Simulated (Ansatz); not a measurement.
# C2H6NSbZn: the cost of one run

Computed with Ansatz 0.2.0, Gaussian basis. Level: one geometry, several basis sets.

Plan: PBE0-D4/def2-SVP; ωB97M-V/def2-SVP; PBE0-D4/def2-QZVPP; ωB97M-V/def2-QZVPP; the functionals' def2-TZVPP values are taken from earlier runs.

## 1. The relaxed structure

The geometry comes from an earlier relaxation with PBE0-D4 in a triple-zeta def2 set; it is a stationary point, not always the lowest conformer. Sb takes the def2 core potential; no spin-orbit term is included.

11 atoms, charge 0, spin multiplicity 1.

Atoms are counted from 1 here; the program's logs count them from 0.

Bond lengths: N1–Zn2 1.814 Å, N1–H6 1.009 Å, N1–H7 1.009 Å, Zn2–C3 1.905 Å, C3–C4 1.455 Å, C3–Sb5 2.260 Å, C3–H8 1.088 Å, C4–Sb5 2.207 Å, C4–H9 1.086 Å, C4–H10 1.083 Å, Sb5–H11 1.721 Å. Angles: Zn2–N1–H6 119.4°, Zn2–N1–H7 119.2°, H6–N1–H7 108.8°, N1–Zn2–C3 176.9°, Zn2–C3–C4 126.5°, Zn2–C3–Sb5 102.7°, Zn2–C3–H8 118.1°, C4–C3–Sb5 69.0°, C4–C3–H8 114.9°, Sb5–C3–H8 105.5°, C3–C4–Sb5 73.0°, C3–C4–H9 118.7°, C3–C4–H10 120.1°, Sb5–C4–H9 111.2°, Sb5–C4–H10 112.0°, H9–C4–H10 114.1°, C3–Sb5–C4 38.0°, C3–Sb5–H11 91.5° and more.

## 2. PBE0-D4 in def2-SVP

The input, in.yaml:

```yaml
crystal:
  periodic: [false, false, false]
  atoms:
    - {symbol: N, position_ang: [-1.586447, 2.006953, 1.115979]}
    - {symbol: Zn, position_ang: [-0.707472, 0.850301, 0.029855]}
    - {symbol: C, position_ang: [0.293131, -0.365551, -1.041792]}
    - {symbol: C, position_ang: [1.606850, -0.910119, -0.735140]}
    - {symbol: Sb, position_ang: [0.117282, -2.302659, 0.109870]}
    - {symbol: H, position_ang: [-1.804294, 2.932940, 0.780432]}
    - {symbol: H, position_ang: [-2.361139, 1.671545, 1.668286]}
    - {symbol: H, position_ang: [-0.073081, -0.587352, -2.042056]}
    - {symbol: H, position_ang: [2.175853, -1.380596, -1.531430]}
    - {symbol: H, position_ang: [2.217389, -0.453319, 0.034431]}
    - {symbol: H, position_ang: [0.121918, -1.462133, 1.611574]}
basis:
  gaussian: {orbitals: def2-SVP}
hamiltonian: {xc: pbe0, dispersion: d4}
output: {orbitals: {seedname: orbitals}}
```

The run is started by

```
> ansatz run in.yaml --threads 2 --pin off --events-out ev --progress --plain --max-ram 32768MiB --backend cpu
```

Q: Estimate wall time and peak memory on 2 threads of AMD EPYC 7R13, shared host.

About 3.6 s, with a peak of 0.36 GiB.
